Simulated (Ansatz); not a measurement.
## Cu3O2 in Ansatz: the effect of functional

Crystal: Cu3O2.

```
CELL_PARAMETERS angstrom
-2.02298 2.02298 3.67362
2.02298 -2.02298 3.67362
2.02298 2.02298 -3.67362
ATOMIC_POSITIONS crystal
Cu 0.00000 0.00000 0.00000
Cu 0.75000 0.25000 0.50000
Cu 0.25000 0.75000 0.50000
O 0.50000 0.00000 0.50000
O 0.00000 0.50000 0.50000
```

The cell comes from a database or a generator and needn't be the stable form of this composition.

Alike in all runs:

* Program: Ansatz 0.2.0
* Task: projected density of states
* Potentials or basis: Ansatz PAW
* k mesh: 9 × 9 × 9
* Occupations: fermi-dirac, width 0.05 eV
* Spin: no spin polarisation

Problem. One run gave: pressure -4.6 GPa. Which functional did it use?
A. RPBE
B. BLYP
C. r2SCAN
D. LDA
E. revPBE

Solution. C.

| functional | cutoff | pressure (GPa) |
| --- | --- | --- |
| LDA | 420 eV (not typed: the program's choice for these potentials) | -11.8 |
| PBE | 420 eV (not typed: the program's choice for these potentials) | 0.7 |
| PBEsol | 420 eV (not typed: the program's choice for these potentials) | -6.2 |
| RPBE | 420 eV (not typed: the program's choice for these potentials) | 5.4 |
| revPBE | 420 eV (not typed: the program's choice for these potentials) | 4.1 |
| BLYP | 420 eV (not typed: the program's choice for these potentials) | 6.4 |
| r2SCAN | 500 eV (not typed: the program's choice for these potentials) | -4.6 |

Caveats: an odd number of electrons without spin polarisation forces a metal; a magnetic or distorted state may lie lower; the run has no spin polarisation, though such a crystal can be magnetic; semilocal functionals often make such compounds metallic where correlation or magnetic order opens a gap, which also shifts bond lengths; the density of states is complete only up to the lowest level of the last band computed; the PAW data sets come from PBE, with cores solved anew for the run's functional, which leaves a small shift of forces and pressure (some runs).
